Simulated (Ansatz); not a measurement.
# Cl₂GaH₃OSi: basis-set convergence

One table from this session's results is given with a row withheld; the runs are named, their logs left out.

Method: one geometry, several basis sets; program: Ansatz 0.2.0, Gaussian basis.

Levels to be run: PBE0-D4/def2-SVP; ωB97M-V/def2-SVP; PBE0-D4/def2-QZVPP; ωB97M-V/def2-QZVPP; the functionals' def2-TZVPP values are taken from earlier runs.

## The geometry

An earlier PBE0-D4 in a triple-zeta def2 set relaxation fixed the geometry.

8 atoms, charge 0, spin multiplicity 1.

Atoms are counted from 1 here; the program's logs count them from 0.

Bond lengths: Si1–O2 1.642 Å, Si1–H6 1.488 Å, Si1–H7 1.486 Å, Si1–H8 1.484 Å, O2–Ga3 1.753 Å, Ga3–Cl4 2.116 Å, Ga3–Cl5 2.109 Å. Angles: O2–Si1–H6 111.0°, O2–Si1–H7 109.4°, O2–Si1–H8 108.5°, H6–Si1–H7 109.1°, H6–Si1–H8 109.4°, H7–Si1–H8 109.5°, Si1–O2–Ga3 139.3°, O2–Ga3–Cl4 120.4°, O2–Ga3–Cl5 118.7°, Cl4–Ga3–Cl5 120.9°.

Set-up of the first run:

in.yaml reads:

```yaml
crystal:
  periodic: [false, false, false]
  atoms:
    - {symbol: Si, position_ang: [-1.145799, -0.148381, 0.888389]}
    - {symbol: O, position_ang: [-0.178420, 0.612935, -0.197542]}
    - {symbol: Ga, position_ang: [1.301444, 0.323809, -1.091395]}
    - {symbol: Cl, position_ang: [2.347716, -1.502144, -0.870406]}
    - {symbol: Cl, position_ang: [2.011961, 1.829700, -2.385335]}
    - {symbol: H, position_ang: [-0.459961, -1.330253, 1.476187]}
    - {symbol: H, position_ang: [-2.389891, -0.595909, 0.211108]}
    - {symbol: H, position_ang: [-1.487050, 0.810253, 1.968994]}
basis:
  gaussian: {orbitals: def2-SVP}
hamiltonian: {xc: pbe0, dispersion: d4}
output: {orbitals: {seedname: orbitals}}
```

On the command line:

```bash
$ ansatz run in.yaml --threads 4 --pin off --events-out ev --progress --plain --max-ram 10444MiB
```

Steps of the session up to this table: PBE0-D4 in def2-SVP; ωB97M-V in def2-SVP; PBE0-D4 in def2-QZVPP; ωB97M-V in def2-QZVPP.

One table of the session follows, with a row left open; its other results are not shown here.

It belongs to the step «Functionals by basis». 

```
functional       basis  HOMO (eV)  LUMO (eV)
   PBE0-D4    def2-SVP      -8.95      -1.57
   PBE0-D4  def2-TZVPP          ?          ?
   PBE0-D4  def2-QZVPP      -9.05      -1.81
   ωB97M-V    def2-SVP     -11.19       0.43
   ωB97M-V  def2-TZVPP     -11.32       0.19
   ωB97M-V  def2-QZVPP     -11.35      -0.03
```

Estimate the missing values for PBE0-D4, def2-TZVPP.

The run gave: HOMO (eV): -9.03; LUMO (eV): -1.72. In the column «HOMO (eV)» it lies between PBE0-D4, def2-QZVPP (-9.05) and PBE0-D4, def2-SVP (-8.95).
